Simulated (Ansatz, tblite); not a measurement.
# The cluster Ga₆S₁₀−: a ladder of methods and basis sets

How do method and basis change the picture of the cluster Ga₆S₁₀− (doublet)?

Program: Ansatz 0.2.0, Gaussian basis. Level of theory: as each input shows. These are calculated values, not measurements.

Plan: GFN1-xTB, GFN2-xTB, PBE-D4/def2-TZVP, r2SCAN-D4/def2-TZVP, revPBE-D4/def2-TZVP, PBE-D4/def2-SVP, PBE0-D4/def2-SVP, MP2/def2-SVP, RPA/def2-SVP.

7 further runs of the same task are left out: 5 that didn't finish, 2 set aside as unsound or not needed.

**1. The structure**

The geometry is that of the doublet, from an earlier relaxation (PBE-D4/def2-SVP). At that level it is the lowest of the isomers that a small search found.

16 atoms, charge -1, spin multiplicity 2.

Bond lengths: Ga1–S8 2.424 Å, Ga1–S14 2.448 Å, Ga1–S15 2.271 Å, Ga1–S16 2.230 Å, Ga2–S8 2.230 Å, Ga2–S10 2.211 Å, Ga2–S12 2.239 Å, Ga3–S8 2.540 Å, Ga3–S11 2.445 Å, Ga3–S16 2.375 Å, Ga4–S9 2.244 Å, Ga4–S12 2.264 Å, Ga4–S15 2.248 Å, Ga5–S7 2.315 Å, Ga5–S10 2.589 Å, Ga5–S11 2.463 Å, Ga5–S13 2.115 Å, Ga6–S7 2.232 Å and more. Angles: S8–Ga1–S14 103.2°, S8–Ga1–S15 122.1°, S8–Ga1–S16 92.6°, S14–Ga1–S15 97.5°, S14–Ga1–S16 102.4°, S15–Ga1–S16 134.4°, S8–Ga2–S10 129.6°, S8–Ga2–S12 112.8°, S10–Ga2–S12 115.6°, S8–Ga3–S11 100.7°, S8–Ga3–S16 86.4°, S11–Ga3–S16 99.9°, S9–Ga4–S12 116.3°, S9–Ga4–S15 128.7°, S12–Ga4–S15 114.8°, S7–Ga5–S10 85.8°, S7–Ga5–S11 97.8°, S7–Ga5–S13 141.7° and more.

The ion is computed in the gas phase, without counter-ions or solvent.

PBE0-D4/def2-TZVP was run before; its log isn't repeated, and its numbers join the tables.

**2. GFN1-xTB**

Tight binding, by tblite at 300 K electronic temperature and without a spin-polarisation term:

```python
tblite.interface.Calculator('GFN1-xTB', numbers, positions, charge=-1, uhf=1).singlepoint()
```

Energy -1247.3465 eV; 0.11 s.

**3. GFN2-xTB**

Tight binding, by tblite at 300 K electronic temperature and without a spin-polarisation term:

```python
tblite.interface.Calculator('GFN2-xTB', numbers, positions, charge=-1, uhf=1).singlepoint()
```

Energy -1103.5141 eV; 0.22 s.

**4. PBE-D4/def2-TZVP**

start.molden holds the orbitals of an earlier run on this state, given as this run's starting guess.

Contents of in.yaml:

```yaml
crystal:
  periodic: [false, false, false]
  atoms:
    - {symbol: Ga, position_ang: [-1.368677, 2.024291, 0.142198]}
    - {symbol: Ga, position_ang: [0.942923, 0.492420, -1.787730]}
    - {symbol: Ga, position_ang: [-2.991658, -0.210702, -1.095562]}
    - {symbol: Ga, position_ang: [1.762559, 2.244238, 0.568422]}
    - {symbol: Ga, position_ang: [-0.038387, -3.094165, -0.038090]}
    - {symbol: Ga, position_ang: [1.629521, -0.846404, 1.179605]}
    - {symbol: S, position_ang: [1.286227, -2.946505, 1.854466]}
    - {symbol: S, position_ang: [-1.145259, 1.197263, -2.125395]}
    - {symbol: S, position_ang: [2.863216, 0.886920, 1.976886]}
    - {symbol: S, position_ang: [1.673777, -1.487202, -1.129439]}
    - {symbol: S, position_ang: [-1.733997, -1.429641, 0.610944]}
    - {symbol: S, position_ang: [2.406277, 2.176554, -1.600744]}
    - {symbol: S, position_ang: [-1.137558, -4.485528, -1.191463]}
    - {symbol: S, position_ang: [-0.593114, 0.143250, 1.503257]}
    - {symbol: S, position_ang: [0.023420, 3.603236, 0.995432]}
    - {symbol: S, position_ang: [-3.579271, 1.731966, 0.137232]}
basis:
  gaussian: {orbitals: def2-TZVP, fitting: {mean_field: def2-universal-jkfit}, initial_orbitals: start.molden}
total_charge: -1
magnetization: {spin_polarized: true, initial_magnetization: 1}
hamiltonian: {xc: pbe, dispersion: d4}
scf: {omitted_lower_state_checks: [starts]}
output: {forces: true, orbitals: {seedname: orbitals}}
```

Command:

```console
> ansatz run in.yaml --threads 2 --pin off --events-out ev --progress --plain --max-ram 20480MiB --backend cuda --devices 0, --max-vram 18GiB
```

After this run come: r2SCAN-D4/def2-TZVP; revPBE-D4/def2-TZVP; PBE-D4/def2-SVP; PBE0-D4/def2-SVP; MP2/def2-SVP; RPA/def2-SVP.

Q: Predict the results of all the runs planned. Wanted: gap in def2-TZVP, named functionals, smallest and largest; correlation energy, MP2/def2-SVP; ⟨S²⟩ in def2-TZVP, named functionals, smallest and largest; PBE0 total energy, smallest basis above largest.

**Answer**, as computed:

| quantity | value |
| --- | --- |
| gap in def2-TZVP, named functionals, smallest and largest | 0.30 eV (PBE-D4), 1.55 eV (PBE0-D4) |
| correlation energy, MP2/def2-SVP | -68.64 eV |
| ⟨S²⟩ in def2-TZVP, named functionals, smallest and largest | 0.754, 0.756 |
| PBE0 total energy, smallest basis above largest | 77.18 eV (def2-SVP, def2-TZVP) |

**Reading.** Over the named functionals in def2-TZVP the gap runs from 0.30 eV (PBE-D4) to 1.55 eV (PBE0-D4); exact exchange widens it. Over the named functionals in def2-TZVP spin contamination reaches 0.01 (r2SCAN-D4), which is small.
